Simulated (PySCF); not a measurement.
# PtOCl₂: triplet, from a T-shaped (ligand arrangement 1) start

Where does triplet PtOCl₂ go from a T-shaped (ligand arrangement 1) start, is the end point a minimum, and what are its modes, charges and moments?

Method: PBE0, basis Pt def2-SVP with ECP60, O def2-SVP, Cl def2-SVP, scalar-relativistic core potentials, no spin–orbit coupling, density fitting; program: PySCF 2.14.0.

### 1 The system as given

4 atoms, charge 0, spin multiplicity 3.

Bond lengths: Pt1–O2 1.690 Å, Pt1–Cl3 2.220 Å, Pt1–Cl4 2.220 Å. Angles: O2–Pt1–Cl3 88.0°, O2–Pt1–Cl4 176.0°, Cl3–Pt1–Cl4 88.0°.

```xyz
4
charge 0 multiplicity 3
Pt   -0.1800    0.0000   -0.2894
O    -1.8690    0.0000   -0.2304
Cl   -0.1800    0.0000    1.9306
Cl    2.0386    0.0000   -0.2119
```

### 2 T-shaped (ligand arrangement 1) start, triplet: relaxation

One driver script runs all steps and calls PySCF; scf.py shows how it sets up the SCF of each step. The optimiser is the driver's own. Before each start the driver seeks the lowest SCF state from one or more starting densities and follows internal instabilities, so scf.py alone need not reach the same state.

The program finds Cs symmetry in the start, which this walk keeps. The walk stops when the largest gradient is under 0.0003 Eh/bohr and the energy has settled too.

scf.py reads:

```python
from pyscf import gto, scf, dft
mol = gto.M(atom='''
Pt    -0.180018     0.000000    -0.289375
O     -1.869018     0.000000    -0.230375
Cl    -0.180018     0.000000     1.930625
Cl     2.038582     0.000000    -0.211875''',
    basis={'Pt': 'def2-SVP', 'O': 'def2-SVP', 'Cl': 'def2-SVP'},
    ecp={'Pt': 'def2-SVP'},
    charge=0, spin=2)
mf = dft.UKS(mol, xc='PBE0')
mf.grids.atom_grid = (50, 194)
aux = {'Pt': 'def2-universal-JKFIT', 'O': 'def2-universal-JKFIT', 'Cl': 'def2-universal-JKFIT'}
mf = mf.density_fit(auxbasis=aux)
mf.kernel()
```

Energy and gradient, step by step:

```csv
step,energy (Eh),change (kJ/mol),largest symmetric gradient (Eh/bohr)
0,-1114.166833,0.00,0.08584
1,-1114.178236,-29.94,0.01636
2,-1114.181112,-37.49,0.01584
3,-1114.185622,-49.33,0.01055
4,-1114.186493,-51.62,0.00369
5,-1114.186604,-51.91,0.00234
6,-1114.186631,-51.98,0.00105
7,-1114.186657,-52.05,0.00073
8,-1114.186682,-52.11,0.00059
9,-1114.186685,-52.12,0.00021
10,-1114.186686,-52.12,0.00004
```

The walk ran for 22 s (4 threads, shared host).

It settles in Cs symmetry, 52.1 kJ/mol below the start, after 10 steps: Pt–Cl 2.235 Å, Pt–Cl 2.245 Å, Pt–O 1.761 Å; Cl–Pt–Cl 108.0°, Cl–Pt–O 98.6°, Cl–Pt–O 153.5°.

### 3 Frequencies

On the finer grid the gradient is checked again; gradients at displacements of ±0.01 bohr then give force constants and infrared intensities.

scf.py: that of step 2 with these lines changed.

```diff
@@ -3,4 +3,4 @@
-Pt    -0.180018     0.000000    -0.289375
-O     -1.869018     0.000000    -0.230375
-Cl    -0.180018     0.000000     1.930625
-Cl     2.038582     0.000000    -0.211875''',
+Pt    -0.150762     0.000000    -0.190169
+O     -1.860164     0.000000    -0.609896
+Cl    -0.349775     0.000000     2.035348
+Cl     2.038387     0.000000    -0.689769''',
@@ -11 +11 @@
-mf.grids.atom_grid = (50, 194)
+mf.grids.atom_grid = (75, 302)
```

This SCF starts from the last density.

Log of the central SCF (cycles and frontier levels):

```text
init E= -1114.1867337014
[... the frontier-level lines of each cycle are left out ...]
cycle= 1 E= -1114.18673370114  delta_E= 2.61e-10  |g|= 2.48e-05  |ddm|= 4.19e-05
cycle= 2 E= -1114.18673369964  delta_E= 1.5e-09  |g|= 5.71e-05  |ddm|= 9.51e-05
cycle= 3 E= -1114.18673370148  delta_E= -1.84e-09  |g|= 6.6e-06  |ddm|= 6.69e-05
cycle= 4 E= -1114.18673370149  delta_E= -1.46e-11  |g|= 8.49e-07  |ddm|= 4.95e-06
Extra cycle  E= -1114.1867337015  delta_E= -8.19e-12  |g|= 1.08e-06  |ddm|= 3.77e-06
converged SCF energy = -1114.1867337015  <S^2> = 2.0248773  2S+1 = 3.0165392
```

The whole step took 53 s.

Geometry: Cs; Pt–Cl 2.234 Å, Pt–Cl 2.245 Å, Pt–O 1.760 Å; Cl–Pt–Cl 108.0°, Cl–Pt–O 98.7°, Cl–Pt–O 153.3°.

Harmonic modes (main isotopes):

```csv
symmetry,ω (cm⁻¹),IR (km/mol),type
a',69,0.5,bend
a'',169,2.3,bend
a',182,5.2,bend
a',384,7.8,stretch
a',390,35.7,stretch
a',827,13.0,stretch
```

Every mode is real; the point is a minimum.

Properties at this point:

```
Dipole moment                                                   : 0.78 D
Highest occupied level                                          : -8.48 eV
Lowest empty level                                              : -5.02 eV
Rotational constants                                            : 0.1216, 0.06876, 0.04392 cm⁻¹
Zero-point energy                                               : 12.1 kJ/mol
Principal polarisabilities                                      : 32.4, 61.3, 80.7 bohr³
Atomisation energy without zero-point energy                    : 879 kJ/mol
Principal traceless quadrupole moments about the centre of mass : -4.63, 1.73, 2.90 D Å
Entropy at 298.15 K and 1 bar (electronic part: spin only)      : 351.6 J/(mol K)
Heat capacity Cp at 298.15 K                                    : 72.2 J/(mol K)
Enthalpy at 298.15 K above 0 K                                  : 17.04 kJ/mol
Rotational symmetry number                                      : 1
Spin squared ⟨S²⟩                                               : 2.025
```

Populations by atom (charges in e):

| atom | Mulliken | Löwdin | polar tensor | spin (Mulliken) | Mayer order to Pt1 |
| --- | --- | --- | --- | --- | --- |
| Pt1 | 0.56 | -0.27 | 0.88 | 0.69 | – |
| O2 | -0.20 | -0.01 | -0.25 | 1.10 | 1.58 |
| Cl3 | -0.15 | 0.18 | -0.21 | 0.02 | 1.05 |
| Cl4 | -0.22 | 0.11 | -0.42 | 0.19 | 1.02 |

Outer orbital energies (eV). α occupied: -11.46, -10.85, -10.78, -9.91, -9.73, -9.06, -8.78, -8.48; empty: -4.97, 0.01, 0.48, 1.80. β occupied: -12.02, -11.56, -10.62, -9.92, -9.69, -9.46, -9.29, -8.67; empty: -5.02, -4.84, -4.60, 0.33.

Mulliken populations on Pt1 (outside its core potential): s 2.71, p 6.35, d 8.33, f 0.04.

### 4 Outcome

| quantity | value |
| --- | --- |
| minimum | triplet, Cs |
| geometry | Pt–Cl 2.234 Å, Pt–Cl 2.245 Å, Pt–O 1.760 Å; Cl–Pt–Cl 108.0°, Cl–Pt–O 98.7°, Cl–Pt–O 153.3° |
| wavenumbers (cm⁻¹) | 69 (a'), 169 (a''), 182 (a'), 384 (a'), 390 (a'), 827 (a') |
| dipole moment | 0.78 D |
| highest occupied, lowest empty level (either spin) | -8.48, -5.02 eV |
| polar-tensor charge of Pt1 | +0.88 e |
| zero-point energy | 12.1 kJ/mol |
| entropy at 298.15 K | 351.6 J/(mol K) |
| atomisation energy (no zero-point energy) | 879 kJ/mol |
| ⟨S²⟩ | 2.025 |

In words: The T-shaped (ligand arrangement 1) start keeps its Cs symmetry and ends in a minimum. In the infrared the band at 390 cm⁻¹ (a', stretch) leads. Most of the spin sits on O2 (Mulliken spin 1.10, against 2 for the whole molecule). Only this shape and spin were tried, so other structures or states may lie lower. Take wavenumbers under 90 cm⁻¹ as rough. One determinant may miss the lowest occupation of an open d or f shell. Spin–orbit coupling, left out here, can matter for elements this heavy.

The search up to here took 85 s.
